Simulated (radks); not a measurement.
**Exchange and kinetic functionals tested on atomic densities: Tm³⁶⁺, H, Al²⁺, Rb, W⁴¹⁺, Cu⁺**

Aim: take each self-consistent density and evaluate many functionals on it, against the exact exchange and kinetic energies of the same orbitals. Every spin shell is full or empty, so the densities are truly spherical.

Program: radks (a radial shooting solver on a logarithmic mesh, Libxc functionals) version 1. Level of theory: non-relativistic Kohn-Sham, PBE, spin-polarised, spherical densities, point nucleus; open shells are filled with parallel spins first. These are calculated values, not measurements, unless marked.

## (1) The system

```
species : Tm³⁶⁺ ([Ar] 3d10 4s2 4p3), H (1s1), Al²⁺ ([Ne] 3s1), Rb ([Kr] 5s1), W⁴¹⁺ ([Ar] 3d10 4s2 4p3), Cu⁺ ([Ar] 3d10)
```

## (2) Tm³⁶⁺, [Ar] 3d10 4s2 4p3

Input:

```text
Z 69
configuration [Ar] 3d10 4s2 4p3
relativity non-relativistic
functional pbe,pbe
spin polarised
nucleus point
```

## (3) H, 1s1

Input:

```text
Z 1
configuration 1s1
relativity non-relativistic
functional pbe,pbe
spin polarised
nucleus point
```

## (4) Al²⁺, [Ne] 3s1

Input:

```text
Z 13
configuration [Ne] 3s1
relativity non-relativistic
functional pbe,pbe
spin polarised
nucleus point
```

## (5) Rb, [Kr] 5s1

Input:

```text
Z 37
configuration [Kr] 5s1
relativity non-relativistic
functional pbe,pbe
spin polarised
nucleus point
```

## (6) W⁴¹⁺, [Ar] 3d10 4s2 4p3

Input:

```text
Z 74
configuration [Ar] 3d10 4s2 4p3
relativity non-relativistic
functional pbe,pbe
spin polarised
nucleus point
```

## (7) Cu⁺, [Ar] 3d10

Input:

```text
Z 29
configuration [Ar] 3d10
relativity non-relativistic
functional pbe,pbe
spin polarised
nucleus point
```

What does the calculation give? Wanted: for each run, error in magnitude; Tm³⁶⁺; Al²⁺; Rb; W⁴¹⁺; Cu⁺.

As calculated:

| error in magnitude (%) | Tm³⁶⁺ | H | Al²⁺ | Rb | W⁴¹⁺ | Cu⁺ |
| --- | --- | --- | --- | --- | --- | --- |
| exchange, LDA | -5.02 | -14.03 | -8.50 | -5.47 | -4.99 | -5.71 |
| exchange, PBE | -0.46 | -1.65 | -0.52 | -0.41 | -0.46 | -0.03 |
| exchange, PBEsol | -2.33 | -6.00 | -3.65 | -2.50 | -2.32 | -2.35 |
| exchange, PW91 | -0.05 | -1.35 | -0.11 | +0.02 | -0.05 | +0.41 |
| exchange, WC | -0.93 | -3.67 | -1.69 | -0.96 | -0.92 | -0.69 |
| exchange, SOGGA | -2.35 | -6.21 | -3.71 | -2.52 | -2.33 | -2.37 |
| exchange, G96 | +0.35 | -0.09 | +0.14 | +0.33 | +0.36 | +0.68 |
| exchange, SCAN | +0.11 | +0.22 | +0.33 | +0.25 | +0.10 | +0.51 |
| exchange, MVS | -0.06 | +0.25 | -0.15 | +0.04 | -0.06 | +0.26 |
| kinetic, Thomas-Fermi | -5.09 | -8.99 | -7.71 | -5.81 | -5.05 | -6.45 |
| kinetic, von Weizsacker | -59.89 | -0.00 | -34.98 | -54.08 | -60.31 | -50.06 |
| kinetic, TF + vW | +35.02 | +91.01 | +57.31 | +40.11 | +34.64 | +43.49 |
| kinetic, TF + vW/9 | -0.63 | +2.12 | -0.49 | -0.71 | -0.64 | -0.90 |
| kinetic, LC94 | +0.09 | +1.69 | +0.15 | +0.05 | +0.09 | -0.14 |
| kinetic, Perdew 92 | -0.62 | +2.14 | -0.47 | -0.70 | -0.63 | -0.89 |
| kinetic, Thakkar | -0.59 | +1.92 | +0.01 | -0.48 | -0.61 | -0.57 |
| kinetic, LKT | +18.51 | +61.68 | +33.43 | +21.55 | +18.29 | +23.65 |
| kinetic, PG1 | +14.56 | +54.24 | +27.30 | +17.02 | +14.38 | +18.74 |

**Reading.** Negative means that the magnitude is too small. For exchange the mean absolute error is least for MVS (0.14 %) and largest for LDA (7.29 %). Among the orbital-free kinetic functionals LC94 (0.37 %) does best and TF + vW (50.26 %) worst. The functionals are evaluated on one density each, not self-consistently.
